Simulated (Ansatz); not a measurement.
# CH₅ClFNOZr: basis-set convergence

An exercise on one series of results from a longer session: the logs are not shown, and one member is left open.

Program: Ansatz 0.2.0, Gaussian basis. Level of theory: one geometry, several basis sets. These are calculated values, not measurements.

The runs, in order: PBE0-D4/def2-SVP; ωB97M-V/def2-SVP; PBE0-D4/def2-QZVPP; ωB97M-V/def2-QZVPP; the functionals' def2-TZVPP values are taken from earlier runs.

1 further run of the same task is left out (for a known fault of the program).

### The relaxed structure

The geometry comes from an earlier relaxation with PBE0-D4 in a triple-zeta def2 set; it is a stationary point, not always the lowest conformer. Zr takes the def2 core potential; no spin-orbit term is included.

SMILES `C[NH][Zr]([OH])([F])[Cl]`, 11 atoms, charge 0, spin multiplicity 1.

Atoms are counted from 1 here; the program's logs count them from 0.

Bond lengths: C1–N2 1.450 Å, C1–H7 1.096 Å, C1–H8 1.092 Å, C1–H9 1.096 Å, N2–Zr3 2.007 Å, N2–H10 1.015 Å, Zr3–O4 1.909 Å, Zr3–F5 1.912 Å, Zr3–Cl6 2.378 Å, O4–H11 0.953 Å. Angles: N2–C1–H7 111.9°, N2–C1–H8 109.8°, N2–C1–H9 111.9°, H7–C1–H8 107.4°, H7–C1–H9 108.1°, H8–C1–H9 107.5°, C1–N2–Zr3 130.7°, C1–N2–H10 111.3°, Zr3–N2–H10 118.0°, N2–Zr3–O4 106.2°, N2–Zr3–F5 107.6°, N2–Zr3–Cl6 108.8°, O4–Zr3–F5 115.4°, O4–Zr3–Cl6 110.5°, F5–Zr3–Cl6 108.1°, Zr3–O4–H11 162.6°.

The first run:

File in.yaml:

```yaml
crystal:
  periodic: [false, false, false]
  atoms:
    - {symbol: C, position_ang: [1.384697, -1.012499, -0.278214]}
    - {symbol: N, position_ang: [0.776236, 0.289233, -0.468913]}
    - {symbol: Zr, position_ang: [-0.987970, 1.012594, 0.156544]}
    - {symbol: O, position_ang: [-2.077674, -0.505529, 0.548678]}
    - {symbol: F, position_ang: [-1.654542, 2.170798, -1.210407]}
    - {symbol: Cl, position_ang: [-0.633946, 2.310074, 2.117164]}
    - {symbol: H, position_ang: [1.627297, -1.493889, -1.232114]}
    - {symbol: H, position_ang: [0.693102, -1.670267, 0.252786]}
    - {symbol: H, position_ang: [2.303361, -0.952106, 0.316008]}
    - {symbol: H, position_ang: [1.386337, 0.908188, -0.992455]}
    - {symbol: H, position_ang: [-2.816907, -1.056609, 0.790915]}
basis:
  gaussian: {orbitals: def2-SVP}
hamiltonian: {xc: pbe0, dispersion: d4}
output: {orbitals: {seedname: orbitals}}
```

On the command line:

```
ansatz run in.yaml --threads 2 --pin off --events-out ev --progress --plain --max-ram 32768MiB --backend cpu
```

Steps of the session up to this table: PBE0-D4 in def2-SVP; ωB97M-V in def2-SVP; PBE0-D4 in def2-QZVPP; ωB97M-V in def2-QZVPP.

One of the session's tables, all rows but one given; the rest of the session is left out.

It belongs to the step «Functionals by basis». 

| functional | basis | HOMO (eV) |
| --- | --- | --- |
| PBE0-D4 | def2-SVP | -7.15 |
| PBE0-D4 | def2-TZVPP | -7.25 |
| PBE0-D4 | def2-QZVPP | ? |
| ωB97M-V | def2-SVP | -9.40 |
| ωB97M-V | def2-TZVPP | -9.53 |
| ωB97M-V | def2-QZVPP | -9.55 |

Estimate the missing values for PBE0-D4, def2-QZVPP.

The run gave: HOMO (eV): -7.28. In the column «HOMO (eV)» it lies between ωB97M-V, def2-SVP (-9.40) and PBE0-D4, def2-TZVPP (-7.25).
